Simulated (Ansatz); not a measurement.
# GeH (doublet): the correlation ladder at distance Ge1–H2 = 2.265 Å, cc-pVTZ

How much of the correlation energy of GeH (doublet) does each wave-function method recover here?

Method: cc-pVTZ, core rule «outside noble gas», up to 14 orbitals frozen; program: Ansatz 0.2.0, Gaussian basis.

The runs, in order: UHF; CCSD(T) on ROHF; CCSD(T) on UHF; BCCD(T) on ROHF; CISD; CCSDT(Q) on ROHF; CCSDT(Q) on UHF; CASSCF and MRCISD+Q, 3 electrons in 3 orbitals; CASSCF and NEVPT2, 3 electrons in 3 orbitals; CASSCF and MRCISD+Q, 5 electrons in 5 orbitals; CASSCF and NEVPT2, 5 electrons in 5 orbitals; Full CI; Full CI in the symmetry of the determinant.

19 further runs of the same task are left out: 13 that didn't finish, 6 set aside as unsound or not needed.

## Step 1: The system

The geometry derives from a PBE0/def2-TZVP stationary point (not a proven minimum). One bond is set to the value named and the two fragments are kept rigid. No spin-orbit coupling is included. The filled d shell of Ge may be among the frozen orbitals whatever the setting's name suggests; the logs give the count.

2 atoms, charge 0, spin multiplicity 2.

Atoms are counted from 1 here; the program's logs count them from 0.

No contacts short enough for the rule that draws bonds.

## Step 2: UHF

in.yaml reads:

```yaml
crystal:
  periodic: [false, false, false]
  atoms:
    - {symbol: Ge, position_ang: [0.000000, 0.000000, 0.000000]}
    - {symbol: H, position_ang: [0.000000, 0.000000, 2.265000]}
basis:
  gaussian: {orbitals: cc-pVTZ}
magnetization: {spin_polarized: true, initial_magnetization: 1}
hamiltonian: {xc: hf}
output: {orbitals: {seedname: orbitals}}
```

On the command line:

```
$ ansatz run in.yaml --threads 1 --pin off --events-out ev --progress --plain --max-ram 2393MiB
```

Further steps of the session: CCSD(T) on ROHF; CCSD(T) on UHF; BCCD(T) on ROHF; CISD; CCSDT(Q) on ROHF; CCSDT(Q) on UHF; CASSCF and MRCISD+Q, 3 electrons in 3 orbitals; CASSCF and NEVPT2, 3 electrons in 3 orbitals; CASSCF and MRCISD+Q, 5 electrons in 5 orbitals; CASSCF and NEVPT2, 5 electrons in 5 orbitals; Full CI; Full CI in the symmetry of the determinant.

Before running them: what should the planned runs give, taken together? Wanted: FCI below the RHF energy; RMP2 from FCI; UMP2 from FCI; RCCSD from FCI; RCCSD(T) from FCI; UCCSD(T) from FCI; RCCSDT(Q) from FCI; UCCSDT(Q) from FCI; NEVPT2 pair from FCI.

The runs gave:

| quantity | value |
| --- | --- |
| FCI below the RHF energy | -3.0724 eV |
| RMP2 from FCI | +19.27 kcal/mol |
| UMP2 from FCI | +22.91 kcal/mol |
| RCCSD from FCI | +3.05 kcal/mol |
| RCCSD(T) from FCI | +0.67 kcal/mol |
| UCCSD(T) from FCI | +0.80 kcal/mol |
| RCCSDT(Q) from FCI | +0.01 kcal/mol |
| UCCSDT(Q) from FCI | -0.06 kcal/mol |
| NEVPT2 pair from FCI | +12.39 kcal/mol |
| NEVPT2 valence from FCI | +10.61 kcal/mol |
| MRCISD+Q valence from FCI | +0.05 kcal/mol |
| levels within 1 kcal/mol (43 meV) | RCCSD(T), UCCSD(T), BCCD(T), RCCSDT, UCCSDT, RCCSDT(Q), UCCSDT(Q), MRCISD+Q valence |
| T1 diagnostic | 0.034 |
| effectively unpaired electrons | 1.16 |

**Reading.** RCCSD(T) lands +0.67 kcal/mol from the yardstick (0.9 % of the correlation energy). UCCSDT(Q) falls below full CI: unrestricted runs freeze a spin-polarised core, another one than full CI's, and coupled cluster isn't variational. One determinant dominates. Of the multireference levels listed MRCISD+Q valence comes nearest in total energy (+0.05 kcal/mol), which doesn't show that its space is the better one. These misses are within one basis, not against nature; the frozen cores of restricted and unrestricted runs differ, which can shift their rows.
